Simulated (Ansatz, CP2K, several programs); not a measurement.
Energy against volume for LiF (started from an entry of an open crystallographic database), at fixed shape and fractional coordinates, computed by several methods (PBE and r2SCAN, where shown, with plane waves in Ansatz); the cell shown is that of r2SCAN. It is cubic, Fm-3m (No. 225); a = 3.990 Å in the conventional setting, 7.94 Å³ an atom. Li has 6 F at 1.99 Å; F has 6 Li at 1.99 Å. (Simulation; spin polarisation is off.) Energies count from each curve's lowest point; fits are third-order Birch-Murnaghan.

```cif
data_structure
_symmetry_space_group_name_H-M 'Fm-3m'
_symmetry_Int_Tables_number 225
_cell_length_a 3.9897
_cell_length_b 3.9897
_cell_length_c 3.9897
_cell_angle_alpha 90.000
_cell_angle_beta 90.000
_cell_angle_gamma 90.000
_cell_volume 63.51
loop_
_atom_site_label
_atom_site_type_symbol
_atom_site_symmetry_multiplicity
_atom_site_Wyckoff_symbol
_atom_site_fract_x
_atom_site_fract_y
_atom_site_fract_z
_atom_site_occupancy
Li1 Li 4 a 0.00000 0.00000 0.00000 1
F1 F 4 b 0.50000 0.00000 0.00000 1
```

Q: PBE, on the shape of its own relaxed cell, gives
```
V (Å³/atom)  E (meV/atom)
      7.905          7.28
      8.157          1.87
      8.409          0.00
      8.661          1.52
      8.914          5.73
```
What equilibrium volume and bulk modulus follow?

A: V₀ = 8.42 Å³ an atom and B₀ = 68 GPa.

PBE/SZV (CP2K), on the shape of the cell shown:

| V (Å³/atom) | E (meV/atom) |
| --- | --- |
| 6.986 | 182.81 |
| 7.462 | 101.54 |
| 7.939 | 48.49 |
| 8.415 | 16.84 |
| 8.891 | 0.00 |

The lowest point is an end point, so the minimum isn't bracketed.

Q: r2SCAN, on the shape of its own relaxed cell, gives

| V (Å³/atom) | E (meV/atom) |
| --- | --- |
| 7.462 | 7.78 |
| 7.700 | 1.88 |
| 7.939 | 0.00 |
| 8.177 | 1.60 |
| 8.415 | 6.16 |

What equilibrium volume and bulk modulus follow?

A: V₀ = 7.94 Å³ an atom and B₀ = 77 GPa.

light PBE (260 eV, its own mesh), on the shape of the cell shown:

| V (Å³/atom) | E (meV/atom) |
| --- | --- |
| 7.304 | 76.34 |
| 7.621 | 0.00 |
| 7.939 | 21.22 |
| 8.256 | 95.58 |
| 8.574 | 74.38 |
| 8.891 | 63.56 |

The points scatter about a smooth fit, as a low cutoff and a light mesh can make them, so no fit is quoted.

Q: PBE/DZVP (CP2K), on the shape of the cell shown, gives
```
V (Å³/atom)  E (meV/atom)
      6.986         78.49
      7.462         32.84
      7.939          8.50
      8.415          0.00
      8.891          2.09
```
What equilibrium volume and bulk modulus follow?

A: V₀ = 8.54 Å³ an atom and B₀ = 60 GPa.
